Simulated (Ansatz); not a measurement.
# C6H16BN: basis-set convergence

One table from this session's results is given with a row withheld; the runs are named, their logs left out.

Computed with Ansatz 0.2.0, Gaussian basis. Level: one geometry, several basis sets.

Levels to be run: PBE0-D4/def2-SVP; ωB97M-V/def2-SVP; PBE0-D4/def2-QZVPP; ωB97M-V/def2-QZVPP; the functionals' def2-TZVPP values are taken from earlier runs.

## The geometry

The geometry comes from an earlier relaxation with PBE0-D4 in a triple-zeta def2 set; it is a stationary point, not always the lowest conformer.

24 atoms, charge 0, spin multiplicity 1.

Atoms are counted from 1 here; the program's logs count them from 0.

Bond lengths: B1–N2 1.385 Å, B1–H9 1.198 Å, B1–H10 1.198 Å, N2–C3 1.464 Å, N2–C6 1.471 Å, C3–C4 1.522 Å, C3–C5 1.522 Å, C3–H11 1.093 Å, C4–H12 1.093 Å, C4–H13 1.092 Å, C4–H14 1.092 Å, C5–H15 1.093 Å, C5–H16 1.092 Å, C5–H17 1.092 Å, C6–C7 1.521 Å, C6–C8 1.521 Å, C6–H18 1.094 Å, C7–H19 1.093 Å and more. Angles: N2–B1–H9 119.0°, N2–B1–H10 120.1°, H9–B1–H10 120.9°, B1–N2–C3 121.4°, B1–N2–C6 122.3°, C3–N2–C6 116.2°, N2–C3–C4 112.1°, N2–C3–C5 112.2°, N2–C3–H11 104.9°, C4–C3–C5 111.7°, C4–C3–H11 107.7°, C5–C3–H11 107.7°, C3–C4–H12 112.0°, C3–C4–H13 110.1°, C3–C4–H14 110.7°, H12–C4–H13 107.3°, H12–C4–H14 108.3°, H13–C4–H14 108.3° and more.

Set-up of the first run:

Contents of in.yaml:

```yaml
crystal:
  periodic: [false, false, false]
  atoms:
    - {symbol: B, position_ang: [0.481827, -1.934597, 0.538662]}
    - {symbol: N, position_ang: [0.070134, -0.694858, 0.079818]}
    - {symbol: C, position_ang: [-0.904295, -0.567539, -1.005611]}
    - {symbol: C, position_ang: [-0.310809, 0.110214, -2.232967]}
    - {symbol: C, position_ang: [-2.185997, 0.115786, -0.549206]}
    - {symbol: C, position_ang: [0.578475, 0.563028, 0.647769]}
    - {symbol: C, position_ang: [0.198060, 0.706348, 2.113155]}
    - {symbol: C, position_ang: [2.078702, 0.702040, 0.441590]}
    - {symbol: H, position_ang: [0.027459, -2.921151, 0.032251]}
    - {symbol: H, position_ang: [1.279806, -2.011227, 1.428387]}
    - {symbol: H, position_ang: [-1.154785, -1.594754, -1.281257]}
    - {symbol: H, position_ang: [-0.038946, 1.150442, -2.034844]}
    - {symbol: H, position_ang: [-1.037880, 0.113475, -3.048308]}
    - {symbol: H, position_ang: [0.582394, -0.418299, -2.571551]}
    - {symbol: H, position_ang: [-2.014874, 1.156658, -0.261859]}
    - {symbol: H, position_ang: [-2.919040, 0.117826, -1.359167]}
    - {symbol: H, position_ang: [-2.619760, -0.407903, 0.304829]}
    - {symbol: H, position_ang: [0.094812, 1.377242, 0.101028]}
    - {symbol: H, position_ang: [0.530004, 1.672004, 2.502764]}
    - {symbol: H, position_ang: [0.665382, -0.080969, 2.708306]}
    - {symbol: H, position_ang: [-0.883420, 0.635235, 2.244448]}
    - {symbol: H, position_ang: [2.335821, 0.625508, -0.616691]}
    - {symbol: H, position_ang: [2.613626, -0.083553, 0.979260]}
    - {symbol: H, position_ang: [2.428406, 1.668747, 0.812593]}
basis:
  gaussian: {orbitals: def2-SVP}
hamiltonian: {xc: pbe0, dispersion: d4}
output: {orbitals: {seedname: orbitals}}
```

Among the steps run: PBE0-D4 in def2-SVP; ωB97M-V in def2-SVP; PBE0-D4 in def2-QZVPP; ωB97M-V in def2-QZVPP.

One table of the session follows, with a row left open; its other results are not shown here.

It belongs to the step «Functionals by basis». 

| functional | basis | HOMO (eV) | LUMO (eV) |
| --- | --- | --- | --- |
| PBE0-D4 | def2-SVP | -7.21 | 0.50 |
| PBE0-D4 | def2-TZVPP | -7.23 | 0.24 |
| PBE0-D4 | def2-QZVPP | -7.24 | 0.15 |
| ωB97M-V | def2-SVP | ? | ? |
| ωB97M-V | def2-TZVPP | -9.54 | 1.98 |
| ωB97M-V | def2-QZVPP | -9.54 | 1.59 |

**Question.** Estimate the row for ωB97M-V, def2-SVP.

**Answer.** HOMO (eV): -9.52; LUMO (eV): 2.51. In the column «HOMO (eV)» it lies between ωB97M-V, def2-QZVPP (-9.54) and PBE0-D4, def2-QZVPP (-7.24).
